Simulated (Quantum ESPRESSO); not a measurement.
The system is NbTe.

```
CELL_PARAMETERS angstrom
3.70297 0.00000 0.00000
-1.85149 3.20687 0.00000
0.00000 0.00000 3.69421
ATOMIC_POSITIONS crystal
Te 0.66667 0.33333 0.00000
Nb 0.00000 0.00000 0.50000
```

The cell comes from a database or a generator and needn't be the stable form of this composition.

Base run:

- Program: Quantum ESPRESSO 7.5
- Functional: PBEsol
- Potentials or basis: GBRV 1.5 PBEsol
- Cutoff: 612 eV
- Density cutoff: 4898 eV
- k mesh: 8 × 8 × 7
- Occupations: fermi-dirac, width 0.05 eV
- Spin: no spin polarisation

Its results: band gap on the k mesh none (metal or under the smearing width); pressure -4.7 GPa.

Task: After a change of settings the same cell gave: band gap on the k mesh none (metal or under the smearing width); pressure -14.1 GPa. Which change was it?
A. functional from PBEsol to PBE; potentials or basis from GBRV 1.5 PBEsol to SSSP 1.3 efficiency PBE; cutoff from 612 eV to 748 eV; density cutoff from 4898 eV to 5987 eV; hubbard projectors from atomic to none
B. hubbard terms from none to Nb d U = 4 eV
C. hubbard terms from none to Nb d U = 8 eV

Result: C.

Caveats: U without spin polarisation on a metal has little footing (some runs); the U is typed as a test and isn't derived for this compound (some runs).

Not every run made on this cell is shown here.
